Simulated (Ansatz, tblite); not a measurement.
**The cluster Zn3S3−: a ladder of methods and basis sets**

One table from this session's results is given with a row withheld; the runs are named, their logs left out.

Computed with Ansatz 0.2.0, Gaussian basis. Level: as each input shows.

The runs, in order: GFN1-xTB, GFN2-xTB, PBE-D4/def2-TZVPD, r2SCAN-D4/def2-TZVPD, r2SCAN0-D4/def2-TZVPD, r2SCANh-D4/def2-TZVPD, B3LYP-D4/def2-TZVPD, PBE-D4/def2-SVPD, PBE0-D4/def2-SVPD, HF/STO-3G, MP2/def2-TZVPD, RPA/def2-TZVPD.

1 further run of the same task is left out (set aside as unsound or not needed). Runs told in other sessions of the task aren't counted.

## The structure

The geometry is that of the doublet, from an earlier relaxation (B3LYP-D4/def2-SVPD). At that level it is the lowest of the isomers that a small search found.

6 atoms, charge -1, spin multiplicity 2.

Bond lengths: Zn1–S5 2.229 Å, Zn1–S6 2.204 Å, Zn2–S4 2.205 Å, Zn2–S5 2.230 Å, Zn3–S4 2.280 Å, Zn3–S6 2.280 Å. Angles: S5–Zn1–S6 151.9°, S4–Zn2–S5 151.7°, S4–Zn3–S6 138.6°, Zn2–S4–Zn3 95.2°, Zn1–S5–Zn2 87.5°, Zn1–S6–Zn3 95.0°.

The ion is computed in the gas phase, without counter-ions or solvent.

PBE0-D4/def2-TZVPD was run before; its log isn't repeated, and its numbers join the tables.

The first run:

Tight binding, by tblite at 300 K electronic temperature and without a spin-polarisation term:

```python
tblite.interface.Calculator('GFN1-xTB', numbers, positions, charge=-1, uhf=1).singlepoint()
```

Tight binding, by tblite at 300 K electronic temperature and without a spin-polarisation term:

```python
tblite.interface.Calculator('GFN2-xTB', numbers, positions, charge=-1, uhf=1).singlepoint()
```

start.molden holds the orbitals of an earlier run on this state, given as this run's starting guess.

in.yaml

```yaml
crystal:
  periodic: [false, false, false]
  atoms:
    - {symbol: Zn, position_ang: [-1.766384, 0.111262, 0.311116]}
    - {symbol: Zn, position_ang: [0.983169, -1.045110, 1.087294]}
    - {symbol: Zn, position_ang: [0.846894, 1.007024, -1.507912]}
    - {symbol: S, position_ang: [2.408981, -0.198191, -0.365441]}
    - {symbol: S, position_ang: [-1.075030, -1.275953, 1.913111]}
    - {symbol: S, position_ang: [-1.397630, 1.400978, -1.438168]}
basis:
  gaussian: {orbitals: def2-TZVPD, initial_orbitals: start.molden}
total_charge: -1
magnetization: {spin_polarized: true, initial_magnetization: 1}
hamiltonian: {xc: pbe, dispersion: d4}
scf: {omitted_lower_state_checks: [starts]}
output: {forces: true, orbitals: {seedname: orbitals}}
```

On the command line:

```sh
> ansatz run in.yaml --threads 4 --pin off --events-out ev --progress --plain --max-ram 4787MiB
```

Steps of the session up to this table: PBE-D4/def2-TZVPD; r2SCAN-D4/def2-TZVPD; r2SCAN0-D4/def2-TZVPD; r2SCANh-D4/def2-TZVPD; B3LYP-D4/def2-TZVPD; PBE-D4/def2-SVPD; PBE0-D4/def2-SVPD; HF/STO-3G; MP2/def2-TZVPD; RPA/def2-TZVPD.

One table of the session follows, with a row left open; its other results are not shown here.

| level | HOMO (eV) | LUMO (eV) | gap (eV) |
| --- | --- | --- | --- |
| HF/STO-3G | 1.83 | 8.84 | 7.01 |
| PBE-D4/def2-SVPD | -0.03 | 0.55 | 0.58 |
| PBE-D4/def2-TZVPD | -0.02 | 0.56 | 0.58 |
| r2SCAN-D4/def2-TZVPD | -0.20 | 0.89 | 1.09 |
| r2SCANh-D4/def2-TZVPD | -0.35 | 1.15 | 1.50 |
| B3LYP-D4/def2-TZVPD | -0.33 | 1.00 | 1.32 |
| PBE0-D4/def2-SVPD | -0.40 | 1.32 | 1.72 |
| PBE0-D4/def2-TZVPD | -0.40 | 1.35 | 1.75 |
| r2SCAN0-D4/def2-TZVPD | ? | ? | ? |

**Question.** Estimate the row for r2SCAN0-D4/def2-TZVPD.

Worked estimate for «HOMO (eV)». Against the share of exact exchange, r2SCAN-D4/def2-TZVPD (0, -0.20), r2SCANh-D4/def2-TZVPD (0.1, -0.35) give a slope of -1.50 per unit share; at 0.25 the line stands at -0.57.

**Answer.** HOMO (eV): -0.56; LUMO (eV): 1.53; gap (eV): 2.09. In «HOMO (eV)» the line misses by -0.01.

Limits of these values: The anion's highest level is positive in at least one run, so there the basis alone may hold the extra electron.
